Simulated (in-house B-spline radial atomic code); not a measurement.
# I⁴⁶⁺: parity violation, electron EDM and field shifts

How strongly does I⁴⁶⁺ (core [He] 2s2 2p1/2^2) respond to a weak charge, an electron EDM and a larger nucleus? Each constant is a sum over states, at Dirac-Hartree-Fock, with RPA, and on Brueckner orbitals.

The numbers are computed with an in-house B-spline radial atomic code, version 1 (Dirac-Hartree-Fock, RPA and Brueckner orbitals, sums over states, B-spline basis), except any that are marked as measured or tabulated.

### 1 The atom as given

* element: iodine (Z = 53)
* charge: +46
* closed core: [He] 2s2 2p1/2^2
* nucleus: mass number 127, rms radius 4.750 fm
* note: closed in jj coupling only

### 2 The run

Settings:

```ini
basis_form = 2
Z = 53
core_configuration = [He] 2s2 2p-2
rms_radius = 4.75
mass_number = 127
speed_of_light = 137.035999084
box_radius = 1.489
lmax = 6
intervals = 55
virtual_cutoff = 5618.0
```

Launch:

```
$ python run_mb.py task.json out
```

Further steps of the session: Weak-charge mixing; Electron EDM and scalar-pseudoscalar coupling; Response to the nuclear radius.

Q: Predict the outcome of this session. Wanted: E1; EDM enhancement, 3s1/2; atomic EDM per C_SP and nucleon, 3s1/2; field shift, 3s1/2.

**Answer**, as computed:

| quantity | value |
| --- | --- |
| E1 (4s1/2 – 3s1/2) per unit weak charge | 0.004581 × 10⁻¹¹ e bohr |
| EDM enhancement, 3s1/2 | 78.18 |
| atomic EDM per C_SP and nucleon, 3s1/2 | -0.3733 × 10⁻²⁰ e cm |
| field shift, 3s1/2 | 961.2 GHz/fm² |

The 4s1/2 – 3s1/2 amplitude changes by -0.53 % from DHF to RPA and by -0.12 % more on Brueckner orbitals. The EDM enhancement of 3s1/2 is 78.2, so in that state the EDM exceeds the electron's own. It is not the lowest valence state computed (2p3/2). These effects come from s and p1/2 electrons at the nucleus and grow steeply with Z. 2p3/2 has no density at the nucleus, so its DHF field shift is near zero; the RPA value, -141 GHz/fm², comes from the core's response and has the opposite sign to that of the s states. Breit, QED, the neutron skin and higher orders are left out.
